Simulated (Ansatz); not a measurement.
# Molecular dynamics of SiW8C8Cl2

input.yaml

```yaml
crystal:
  lattice:
    - [5.8006, 0.0, 0.0]
    - [-2.9003, 5.023467, 0.0]
    - [0.0, 0.0, 16.24665]
  atoms:
    - { symbol: W, position: [0.0, 0.0, 0.0615512] }
    - { symbol: C, position: [0.33422222, 0.16600608, 0.1436098] }
    - { symbol: W, position: [0.00127528, 0.00041107, 0.23673385] }
    - { symbol: C, position: [0.32846862, 0.16903109, 0.31669519] }
    - { symbol: W, position: [0.0, 0.5, 0.0615512] }
    - { symbol: C, position: [0.33421577, 0.66820684, 0.14361115] }
    - { symbol: W, position: [0.00121588, 0.500723, 0.23670928] }
    - { symbol: C, position: [0.32831172, 0.65926985, 0.31672456] }
    - { symbol: W, position: [0.5, 0.0, 0.0615512] }
    - { symbol: C, position: [0.83111314, 0.16553815, 0.14491129] }
    - { symbol: W, position: [0.49280161, -0.00366995, 0.23906778] }
    - { symbol: C, position: [0.82286835, 0.16141452, 0.31429949] }
    - { symbol: W, position: [0.5, 0.5, 0.0615512] }
    - { symbol: C, position: [0.83577608, 0.66788776, 0.14099745] }
    - { symbol: W, position: [0.50256612, 0.50126445, 0.23367814] }
    - { symbol: C, position: [0.83222051, 0.66603772, 0.30405951] }
    - { symbol: Si, position: [0.32026066, 0.41005031, 0.38689699] }
    - { symbol: Cl, position: [-0.12864155, 0.18616939, 0.42425172] }
    - { symbol: Cl, position: [0.50254645, 0.50134899, 0.5004875] }
basis:
  ecutwfc: 420.0
kpoints:
  mp_grid: { grid: [3, 3, 1] }
hamiltonian:
  xc: pbe
  pseudopotentials: { kind: paw, azcp: { folder: soft_1 } }
scf:
  occupations: { method: fermi_dirac, width: 0.1 }
  lower_state_search: "off"
md:
  timestep: 1
  n_steps: 110
  ensemble: nvt_langevin
  temperature: 500.0
  initial_velocities: maxwell_boltzmann
  seed: 413822
  friction: 0.05
  constraints: [{ sites: [0, 4, 8, 12] }]
```

Run as:

```bash
$ ansatz run input.yaml --threads 2 --pin off --max-ram 5120MiB --backend cpu --events-out ev --progress --plain --runs-dir out
```

It starts from a partly relaxed structure (largest force component 0.07 eV/Å).

Output, in part (one step line in 2):

```
md step     0: t =     0.00 fs  T =   500.0 K  F+E_penalty+E_count = -87880.43250232 eV  E_kin = 0.969450 eV  (12 SCF iters)
md step     2: t =     2.00 fs  T =   506.3 K  F+E_penalty+E_count = -87880.39505560 eV  E_kin = 0.981723 eV  (8 SCF iters)
md step     4: t =     4.00 fs  T =   483.1 K  F+E_penalty+E_count = -87880.30467797 eV  E_kin = 0.936726 eV  (8 SCF iters)
md step     6: t =     6.00 fs  T =   376.1 K  F+E_penalty+E_count = -87880.17472401 eV  E_kin = 0.729259 eV  (6 SCF iters)
md step     8: t =     8.00 fs  T =   475.2 K  F+E_penalty+E_count = -87880.04332918 eV  E_kin = 0.921312 eV  (6 SCF iters)
md step    10: t =    10.00 fs  T =   458.6 K  F+E_penalty+E_count = -87879.90184378 eV  E_kin = 0.889152 eV  (8 SCF iters)
md step    12: t =    12.00 fs  T =   408.4 K  F+E_penalty+E_count = -87879.77563212 eV  E_kin = 0.791831 eV  (6 SCF iters)
md step    14: t =    14.00 fs  T =   491.3 K  F+E_penalty+E_count = -87879.68278710 eV  E_kin = 0.952524 eV  (6 SCF iters)
md step    16: t =    16.00 fs  T =   404.6 K  F+E_penalty+E_count = -87879.63058958 eV  E_kin = 0.784486 eV  (6 SCF iters)
md step    18: t =    18.00 fs  T =   467.4 K  F+E_penalty+E_count = -87879.61831193 eV  E_kin = 0.906225 eV  (6 SCF iters)
md step    20: t =    20.00 fs  T =   559.1 K  F+E_penalty+E_count = -87879.61507279 eV  E_kin = 1.084013 eV  (8 SCF iters)
md step    22: t =    22.00 fs  T =   592.1 K  F+E_penalty+E_count = -87879.59480743 eV  E_kin = 1.148073 eV  (6 SCF iters)
md step    24: t =    24.00 fs  T =   585.1 K  F+E_penalty+E_count = -87879.55000845 eV  E_kin = 1.134437 eV  (6 SCF iters)
md step    26: t =    26.00 fs  T =   710.8 K  F+E_penalty+E_count = -87879.49190122 eV  E_kin = 1.378179 eV  (6 SCF iters)
md step    28: t =    28.00 fs  T =   600.2 K  F+E_penalty+E_count = -87879.42129605 eV  E_kin = 1.163754 eV  (6 SCF iters)
md step    30: t =    30.00 fs  T =   519.0 K  F+E_penalty+E_count = -87879.37353331 eV  E_kin = 1.006223 eV  (8 SCF iters)
md step    32: t =    32.00 fs  T =   425.7 K  F+E_penalty+E_count = -87879.36688164 eV  E_kin = 0.825310 eV  (6 SCF iters)
md step    34: t =    34.00 fs  T =   377.7 K  F+E_penalty+E_count = -87879.44931220 eV  E_kin = 0.732281 eV  (6 SCF iters)
md step    36: t =    36.00 fs  T =   376.0 K  F+E_penalty+E_count = -87879.53840875 eV  E_kin = 0.728947 eV  (6 SCF iters)
md step    38: t =    38.00 fs  T =   401.7 K  F+E_penalty+E_count = -87879.60932667 eV  E_kin = 0.778946 eV  (6 SCF iters)
md step    40: t =    40.00 fs  T =   424.0 K  F+E_penalty+E_count = -87879.67248912 eV  E_kin = 0.822083 eV  (8 SCF iters)
md step    42: t =    42.00 fs  T =   380.4 K  F+E_penalty+E_count = -87879.72231322 eV  E_kin = 0.737648 eV  (6 SCF iters)
md step    44: t =    44.00 fs  T =   434.3 K  F+E_penalty+E_count = -87879.74839681 eV  E_kin = 0.842016 eV  (6 SCF iters)
md step    46: t =    46.00 fs  T =   492.8 K  F+E_penalty+E_count = -87879.76735896 eV  E_kin = 0.955572 eV  (7 SCF iters)
md step    48: t =    48.00 fs  T =   459.3 K  F+E_penalty+E_count = -87879.78323589 eV  E_kin = 0.890548 eV  (6 SCF iters)
md step    50: t =    50.00 fs  T =   438.2 K  F+E_penalty+E_count = -87879.76975404 eV  E_kin = 0.849717 eV  (8 SCF iters)
md step    52: t =    52.00 fs  T =   362.0 K  F+E_penalty+E_count = -87879.73086356 eV  E_kin = 0.701889 eV  (6 SCF iters)
md step    54: t =    54.00 fs  T =   343.1 K  F+E_penalty+E_count = -87879.70851046 eV  E_kin = 0.665302 eV  (6 SCF iters)
md step    56: t =    56.00 fs  T =   449.8 K  F+E_penalty+E_count = -87879.69745678 eV  E_kin = 0.872123 eV  (6 SCF iters)
md step    58: t =    58.00 fs  T =   537.7 K  F+E_penalty+E_count = -87879.69624562 eV  E_kin = 1.042499 eV  (7 SCF iters)
md step    60: t =    60.00 fs  T =   649.2 K  F+E_penalty+E_count = -87879.66683822 eV  E_kin = 1.258674 eV  (9 SCF iters)
md step    62: t =    62.00 fs  T =   629.9 K  F+E_penalty+E_count = -87879.58492235 eV  E_kin = 1.221291 eV  (6 SCF iters)
md step    64: t =    64.00 fs  T =   457.4 K  F+E_penalty+E_count = -87879.48505591 eV  E_kin = 0.886778 eV  (6 SCF iters)
md step    66: t =    66.00 fs  T =   447.2 K  F+E_penalty+E_count = -87879.44700617 eV  E_kin = 0.867037 eV  (7 SCF iters)
md step    68: t =    68.00 fs  T =   360.4 K  F+E_penalty+E_count = -87879.45521244 eV  E_kin = 0.698876 eV  (6 SCF iters)
md step    70: t =    70.00 fs  T =   433.3 K  F+E_penalty+E_count = -87879.53407296 eV  E_kin = 0.840149 eV  (8 SCF iters)
md step    72: t =    72.00 fs  T =   490.0 K  F+E_penalty+E_count = -87879.61910121 eV  E_kin = 0.949984 eV  (6 SCF iters)
md step    74: t =    74.00 fs  T =   604.4 K  F+E_penalty+E_count = -87879.69853177 eV  E_kin = 1.171803 eV  (6 SCF iters)
md step    76: t =    76.00 fs  T =   483.4 K  F+E_penalty+E_count = -87879.73213067 eV  E_kin = 0.937216 eV  (6 SCF iters)
md step    78: t =    78.00 fs  T =   479.3 K  F+E_penalty+E_count = -87879.71921975 eV  E_kin = 0.929225 eV  (6 SCF iters)
md step    80: t =    80.00 fs  T =   434.8 K  F+E_penalty+E_count = -87879.70255521 eV  E_kin = 0.843053 eV  (8 SCF iters)
md step    82: t =    82.00 fs  T =   487.9 K  F+E_penalty+E_count = -87879.67822100 eV  E_kin = 0.945899 eV  (6 SCF iters)
md step    84: t =    84.00 fs  T =   529.2 K  F+E_penalty+E_count = -87879.64125981 eV  E_kin = 1.025983 eV  (6 SCF iters)
md step    86: t =    86.00 fs  T =   483.6 K  F+E_penalty+E_count = -87879.58161097 eV  E_kin = 0.937571 eV  (6 SCF iters)
md step    88: t =    88.00 fs  T =   474.6 K  F+E_penalty+E_count = -87879.53322610 eV  E_kin = 0.920223 eV  (6 SCF iters)
md step    90: t =    90.00 fs  T =   523.7 K  F+E_penalty+E_count = -87879.52178719 eV  E_kin = 1.015498 eV  (8 SCF iters)
md step    92: t =    92.00 fs  T =   449.9 K  F+E_penalty+E_count = -87879.51700693 eV  E_kin = 0.872373 eV  (6 SCF iters)
md step    94: t =    94.00 fs  T =   491.0 K  F+E_penalty+E_count = -87879.53606860 eV  E_kin = 0.952071 eV  (6 SCF iters)
md step    96: t =    96.00 fs  T =   388.6 K  F+E_penalty+E_count = -87879.53511243 eV  E_kin = 0.753523 eV  (6 SCF iters)
md step    98: t =    98.00 fs  T =   434.7 K  F+E_penalty+E_count = -87879.53201171 eV  E_kin = 0.842921 eV  (6 SCF iters)
md step   100: t =   100.00 fs  T =   458.7 K  F+E_penalty+E_count = -87879.50220795 eV  E_kin = 0.889382 eV  (8 SCF iters)
md step   102: t =   102.00 fs  T =   427.2 K  F+E_penalty+E_count = -87879.48493559 eV  E_kin = 0.828286 eV  (6 SCF iters)
md step   104: t =   104.00 fs  T =   473.6 K  F+E_penalty+E_count = -87879.46734173 eV  E_kin = 0.918305 eV  (6 SCF iters)
md step   106: t =   106.00 fs  T =   481.3 K  F+E_penalty+E_count = -87879.42962874 eV  E_kin = 0.933224 eV  (6 SCF iters)
md step   108: t =   108.00 fs  T =   446.3 K  F+E_penalty+E_count = -87879.39014766 eV  E_kin = 0.865337 eV  (6 SCF iters)
md step   110: t =   110.00 fs  T =   473.1 K  F+E_penalty+E_count = -87879.35104605 eV  E_kin = 0.917293 eV  (8 SCF iters)
```

The run went to its last step. A run of 0.11 ps of so small a system gives no equilibrium averages. Limits of this set-up: coarse k mesh, thin slab, slab without dipole correction.

Mean squared displacements from the first frame to the last: W 0.00 Å², C 0.01 Å², Si 0.02 Å², Cl 0.04 Å².

Last frame:

```xyz
19
Lattice="5.8006 0.0000 0.0000 -2.9003 5.0235 0.0000 0.0000 0.0000 16.2466" Properties=species:S:1:pos:R:3
W 0.000 0.000 1.000
C 1.492 0.786 2.343
W 0.027 -0.042 3.856
C 1.454 0.944 5.095
W -1.450 2.512 1.000
C 0.133 3.350 2.318
W -1.399 2.495 3.830
C -0.106 3.317 5.160
W 2.900 0.000 1.000
C 4.389 0.897 2.363
W 2.903 0.008 3.924
C 4.441 0.916 5.064
W 1.450 2.512 1.000
C 2.959 3.383 2.349
W 1.560 2.560 3.780
C 2.855 3.419 4.967
Si 0.582 2.148 6.270
Cl -1.150 0.836 7.050
Cl 1.578 2.606 8.123
```

The run took 23 min on 2 threads of AMD EPYC 7R43 64-Core Processor (Zen 3), with other jobs on the host, peak memory 1.2 GiB.
